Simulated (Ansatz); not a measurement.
# C₄H₈BN: up Jacob's ladder to CCSD(T)

One table from this session's results is given with a row withheld; the runs are named, their logs left out.

The runs use Ansatz 0.2.0, Gaussian basis; functionals in def2-TZVPP, the program's frozen cores in correlated methods.

Plan: LDA (SPW92), PBE-D4, revPBE-D4, BLYP-D4, r2SCAN-D4, B97M-V, PBE0-D4, B3LYP-D4, r2SCANh-D4, r2SCAN0-D4, HSE06-D4, BHLYP-D4, CAM-B3LYP-D4, LC-ωPBE, ωB97X-V, ωB97M-V, B2PLYP, PBE-QIDH; CCSD(T)/def2-SVP; CCSD(T)/def2-TZVPP; MP2/def2-QZVPP; extrapolation to the limit; RPA on PBE.

## Structure used throughout

An earlier PBE0-D4 in a triple-zeta def2 set relaxation fixed the geometry.

SMILES `C=CB(C)C=N`, 14 atoms, charge 0, spin multiplicity 1.

Atoms are counted from 1 here; the program's logs count them from 0.

Bond lengths: C1–C2 1.336 Å, C1–H7 1.086 Å, C1–H8 1.086 Å, C2–B3 1.549 Å, C2–H9 1.090 Å, B3–C4 1.562 Å, B3–C5 1.578 Å, C4–H10 1.096 Å, C4–H11 1.091 Å, C4–H12 1.098 Å, C5–N6 1.275 Å, C5–H13 1.098 Å, N6–H14 1.025 Å. Angles: C2–C1–H7 121.5°, C2–C1–H8 122.5°, H7–C1–H8 116.0°, C1–C2–B3 123.4°, C1–C2–H9 116.8°, B3–C2–H9 119.7°, C2–B3–C4 124.3°, C2–B3–C5 118.2°, C4–B3–C5 117.5°, B3–C4–H10 110.4°, B3–C4–H11 116.2°, B3–C4–H12 108.6°, H10–C4–H11 108.3°, H10–C4–H12 104.7°, H11–C4–H12 108.0°, B3–C5–N6 124.8°, B3–C5–H13 120.0°, N6–C5–H13 114.9° and more.

Set-up of the first run:

Contents of in.yaml:

```yaml
crystal:
  periodic: [false, false, false]
  atoms:
    - {symbol: C, position_ang: [0.043727, -2.112617, 0.591136]}
    - {symbol: C, position_ang: [-0.494394, -0.894220, 0.693645]}
    - {symbol: B, position_ang: [-0.054672, 0.308367, -0.177344]}
    - {symbol: C, position_ang: [1.080485, 0.249974, -1.248887]}
    - {symbol: C, position_ang: [-0.777502, 1.693612, 0.043432]}
    - {symbol: N, position_ang: [-1.191097, 2.127605, 1.168935]}
    - {symbol: H, position_ang: [0.851199, -2.319212, -0.104863]}
    - {symbol: H, position_ang: [-0.297204, -2.953714, 1.188341]}
    - {symbol: H, position_ang: [-1.308372, -0.774347, 1.409156]}
    - {symbol: H, position_ang: [1.803508, 1.057243, -1.083534]}
    - {symbol: H, position_ang: [1.627663, -0.690668, -1.319881]}
    - {symbol: H, position_ang: [0.643879, 0.463508, -2.233762]}
    - {symbol: H, position_ang: [-0.868838, 2.404760, -0.788600]}
    - {symbol: H, position_ang: [-1.071284, 1.410611, 1.891127]}
basis:
  gaussian: {orbitals: def2-TZVPP}
hamiltonian: {xc: lda}
output: {orbitals: {seedname: orbitals}}
```

Among the steps run: LDA; PBE-D4 (GGA); revPBE-D4 (GGA); BLYP-D4 (GGA); r2SCAN-D4 (meta-GGA); B97M-V (meta-GGA); PBE0-D4 (hybrid); B3LYP-D4 (hybrid); r2SCANh-D4 (hybrid); r2SCAN0-D4 (hybrid); HSE06-D4 (hybrid); BHLYP-D4 (hybrid); CAM-B3LYP-D4 (range-separated); LC-ωPBE (range-separated); ωB97X-V (range-separated); ωB97M-V (range-separated); B2PLYP (double hybrid); PBE-QIDH (double hybrid).

One of the session's tables, all rows but one given; the rest of the session is left out.

It belongs to the step «Frontier levels by functional». 

| functional | HOMO (eV) | LUMO (eV) | gap (eV) |
| --- | --- | --- | --- |
| LDA (SPW92) | -5.73 | -3.47 | 2.27 |
| PBE-D4 | -5.65 | -3.21 | 2.44 |
| revPBE-D4 | -5.60 | -3.11 | 2.49 |
| BLYP-D4 | ? | ? | ? |
| r2SCAN-D4 | -5.92 | -3.02 | 2.90 |
| B97M-V | -6.09 | -2.93 | 3.16 |
| PBE0-D4 | -7.11 | -2.27 | 4.84 |
| B3LYP-D4 | -6.90 | -2.46 | 4.43 |
| r2SCANh-D4 | -6.47 | -2.68 | 3.79 |
| r2SCAN0-D4 | -7.30 | -2.17 | 5.13 |
| HSE06-D4 | -6.70 | -2.65 | 4.05 |
| BHLYP-D4 | -8.54 | -1.18 | 7.36 |
| CAM-B3LYP-D4 | -8.56 | -1.14 | 7.42 |
| LC-ωPBE | -9.90 | -0.03 | 9.87 |
| ωB97X-V | -9.57 | -0.08 | 9.49 |
| ωB97M-V | -9.48 | -0.21 | 9.27 |

Estimate the missing values for BLYP-D4.

Worked estimate for «HOMO (eV)». Against the share of exact exchange, B3LYP-D4 (0.2, -6.90), BHLYP-D4 (0.5, -8.54) give a slope of -5.47 per unit share; at 0 the line stands at -5.81.

As computed: HOMO (eV): -5.56; LUMO (eV): -3.04; gap (eV): 2.52. In «HOMO (eV)» the line misses by -0.25.
